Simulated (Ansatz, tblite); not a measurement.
**C₄₂H₃₀: one state, many levels**

Aim: run the singlet of C₄₂H₃₀ at one geometry on many levels, and compare frontier levels, spin and run time.

Computed with Ansatz 0.2.0, Gaussian basis. Level: as each input shows.

Levels to be run: GFN1-xTB, GFN2-xTB, PBE-D4/def2-SVP, r2SCAN-D4/def2-SVP, PBE-QIDH/def2-SVP, HF/def2-SVP, B3LYP-D4/def2-SVP, r2SCAN-D4/def2-mTZVP, HF/STO-3G.

**1. The geometry**

The singlet was relaxed beforehand with PBE-D4/def2-SVP.

SMILES `c1ccc(-c2ccc(-c3ccc(-c4ccc(-c5ccc(-c6ccc(-c7ccccc7)cc6)cc5)cc4)cc3)cc2)cc1`, 72 atoms, charge 0, spin multiplicity 1.

Bond lengths: C1–C2 1.405 Å, C1–C42 1.405 Å, C1–H43 1.101 Å, C2–C3 1.401 Å, C2–H44 1.101 Å, C3–C4 1.415 Å, C3–H45 1.101 Å, C4–C5 1.483 Å, C4–C41 1.415 Å, C5–C6 1.414 Å, C5–C40 1.414 Å, C6–C7 1.398 Å, C6–H46 1.101 Å, C7–C8 1.414 Å, C7–H47 1.101 Å, C8–C9 1.480 Å, C8–C39 1.414 Å, C9–C10 1.414 Å and more. Angles: C2–C1–C42 119.5°, C2–C1–H43 120.3°, C42–C1–H43 120.3°, C1–C2–C3 120.2°, C1–C2–H44 120.2°, C3–C2–H44 119.6°, C2–C3–C4 121.0°, C2–C3–H45 119.6°, C4–C3–H45 119.5°, C3–C4–C5 121.0°, C3–C4–C41 118.1°, C5–C4–C41 121.0°, C4–C5–C6 121.2°, C4–C5–C40 121.3°, C6–C5–C40 117.5°, C5–C6–C7 121.3°, C5–C6–H46 119.5°, C7–C6–H46 119.2° and more.

PBE0-D4/def2-SVP was run before; its log isn't repeated, and its numbers join the tables.

**2. GFN1-xTB**

Tight binding, by tblite at 300 K electronic temperature and without a spin-polarisation term:

```python
tblite.interface.Calculator('GFN1-xTB', numbers, positions, charge=0, uhf=0).singlepoint()
```

Energy -2854.5756 eV, HOMO -10.96 eV, LUMO -8.39 eV; 0.24 s.

**3. GFN2-xTB**

Tight binding, by tblite at 300 K electronic temperature and without a spin-polarisation term:

```python
tblite.interface.Calculator('GFN2-xTB', numbers, positions, charge=0, uhf=0).singlepoint()
```

Energy -2862.0721 eV, HOMO -9.93 eV, LUMO -7.34 eV; 0.21 s.

**4. PBE-D4/def2-SVP**

start.molden holds the orbitals of an earlier run on this state, given as this run's starting guess.

File in.yaml:

```yaml
crystal:
  periodic: [false, false, false]
  atoms:
    - {symbol: C, position_ang: [-14.419877, -0.351352, 0.785494]}
    - {symbol: C, position_ang: [-13.681048, -1.545893, 0.800759]}
    - {symbol: C, position_ang: [-12.282319, -1.511644, 0.724928]}
    - {symbol: C, position_ang: [-11.588140, -0.282507, 0.631417]}
    - {symbol: C, position_ang: [-10.108042, -0.246532, 0.550971]}
    - {symbol: C, position_ang: [-9.439115, 0.727484, -0.225630]}
    - {symbol: C, position_ang: [-8.043978, 0.759975, -0.303608]}
    - {symbol: C, position_ang: [-7.248081, -0.177008, 0.395377]}
    - {symbol: C, position_ang: [-5.770232, -0.141159, 0.314837]}
    - {symbol: C, position_ang: [-5.108457, 0.252746, -0.870941]}
    - {symbol: C, position_ang: [-3.713668, 0.284620, -0.947369]}
    - {symbol: C, position_ang: [-2.907601, -0.071634, 0.158705]}
    - {symbol: C, position_ang: [-1.429621, -0.035635, 0.078135]}
    - {symbol: C, position_ang: [-0.760876, 0.885933, -0.760593]}
    - {symbol: C, position_ang: [0.633812, 0.918442, -0.838925]}
    - {symbol: C, position_ang: [1.432298, 0.034202, -0.077859]}
    - {symbol: C, position_ang: [2.910055, 0.070235, -0.158456]}
    - {symbol: C, position_ang: [3.712693, -0.188678, 0.976284]}
    - {symbol: C, position_ang: [5.107678, -0.151121, 0.900947]}
    - {symbol: C, position_ang: [5.768747, 0.140112, -0.314400]}
    - {symbol: C, position_ang: [7.246813, 0.176460, -0.394981]}
    - {symbol: C, position_ang: [8.029168, 0.644239, 0.685792]}
    - {symbol: C, position_ang: [9.424227, 0.680000, 0.608863]}
    - {symbol: C, position_ang: [10.107123, 0.247053, -0.550936]}
    - {symbol: C, position_ang: [11.587244, 0.283649, -0.631689]}
    - {symbol: C, position_ang: [12.243493, 0.545025, -1.857529]}
    - {symbol: C, position_ang: [13.642121, 0.579118, -1.934267]}
    - {symbol: C, position_ang: [14.419398, 0.353732, -0.786246]}
    - {symbol: C, position_ang: [13.783657, 0.093273, 0.438892]}
    - {symbol: C, position_ang: [12.385007, 0.058066, 0.514770]}
    - {symbol: C, position_ang: [9.324364, -0.222112, -1.630789]}
    - {symbol: C, position_ang: [7.929146, -0.255255, -1.555585]}
    - {symbol: C, position_ang: [4.966076, 0.395723, -1.449884]}
    - {symbol: C, position_ang: [3.571015, 0.364722, -1.373072]}
    - {symbol: C, position_ang: [0.765147, -0.885891, 0.762976]}
    - {symbol: C, position_ang: [-0.629719, -0.921355, 0.836836]}
    - {symbol: C, position_ang: [-3.570487, -0.463591, 1.344885]}
    - {symbol: C, position_ang: [-4.965223, -0.499450, 1.420625]}
    - {symbol: C, position_ang: [-7.917178, -1.149721, 1.173892]}
    - {symbol: C, position_ang: [-9.312454, -1.184814, 1.248122]}
    - {symbol: C, position_ang: [-12.347084, 0.911324, 0.616748]}
    - {symbol: C, position_ang: [-13.745790, 0.877552, 0.693107]}
    - {symbol: H, position_ang: [-15.518576, -0.378037, 0.844952]}
    - {symbol: H, position_ang: [-14.198926, -2.515929, 0.862368]}
    - {symbol: H, position_ang: [-11.716032, -2.455718, 0.709259]}
    - {symbol: H, position_ang: [-10.026697, 1.463462, -0.795765]}
    - {symbol: H, position_ang: [-7.557056, 1.542368, -0.905914]}
    - {symbol: H, position_ang: [-5.701284, 0.502374, -1.763905]}
    - {symbol: H, position_ang: [-3.236345, 0.557144, -1.900586]}
    - {symbol: H, position_ang: [-1.346330, 1.618269, -1.336376]}
    - {symbol: H, position_ang: [1.119731, 1.673093, -1.475698]}
    - {symbol: H, position_ang: [3.230420, -0.404641, 1.941776]}
    - {symbol: H, position_ang: [5.702125, -0.371555, 1.800605]}
    - {symbol: H, position_ang: [7.529986, 1.024023, 1.590176]}
    - {symbol: H, position_ang: [9.998482, 1.088318, 1.454264]}
    - {symbol: H, position_ang: [11.645459, 0.751963, -2.758486]}
    - {symbol: H, position_ang: [14.128887, 0.793848, -2.898724]}
    - {symbol: H, position_ang: [15.518062, 0.380873, -0.846188]}
    - {symbol: H, position_ang: [14.382386, -0.094614, 1.344113]}
    - {symbol: H, position_ang: [11.899398, -0.175417, 1.474893]}
    - {symbol: H, position_ang: [9.822733, -0.604012, -2.534652]}
    - {symbol: H, position_ang: [7.353939, -0.661454, -2.401440]}
    - {symbol: H, position_ang: [5.447768, 0.642596, -2.408202]}
    - {symbol: H, position_ang: [2.976664, 0.554217, -2.279843]}
    - {symbol: H, position_ang: [1.353509, -1.614386, 1.341107]}
    - {symbol: H, position_ang: [-1.112824, -1.679753, 1.470924]}
    - {symbol: H, position_ang: [-2.979748, -0.710429, 2.239778]}
    - {symbol: H, position_ang: [-5.444651, -0.774917, 2.372149]}
    - {symbol: H, position_ang: [-7.330470, -1.906263, 1.717369]}
    - {symbol: H, position_ang: [-9.798415, -1.946627, 1.876965]}
    - {symbol: H, position_ang: [-11.828828, 1.881750, 0.573473]}
    - {symbol: H, position_ang: [-14.313658, 1.821142, 0.691018]}
basis:
  gaussian: {orbitals: def2-SVP, fitting: {mean_field: def2-universal-jkfit}, initial_orbitals: start.molden}
hamiltonian: {xc: pbe, dispersion: d4}
scf: {omitted_lower_state_checks: [starts]}
output: {forces: true, orbitals: {seedname: orbitals}}
```

The run is started by

```
> ansatz run in.yaml --threads 2 --pin off --events-out ev --progress --plain --max-ram 32768MiB --backend cuda --devices 0, --max-vram 18GiB
```

After this run come: r2SCAN-D4/def2-SVP; PBE-QIDH/def2-SVP; HF/def2-SVP; B3LYP-D4/def2-SVP; r2SCAN-D4/def2-mTZVP; HF/STO-3G.

Q: Predict the results of all the runs planned. Wanted: gap in def2-SVP, named functionals and Hartree-Fock, smallest and largest; binding an atom, functionals in def2-SVP.

**Answer**, as computed:

```
                                                                 quantity                                value
gap in def2-SVP, named functionals and Hartree-Fock, smallest and largest       2.67 eV (PBE-D4), 8.74 eV (HF)
                                 binding an atom, functionals in def2-SVP  5.44 (B3LYP-D4) to 5.66 eV (PBE-D4)
```

In words: Over the named functionals and Hartree-Fock in def2-SVP the gap runs from 2.67 eV (PBE-D4) to 8.74 eV (HF); exact exchange widens it.
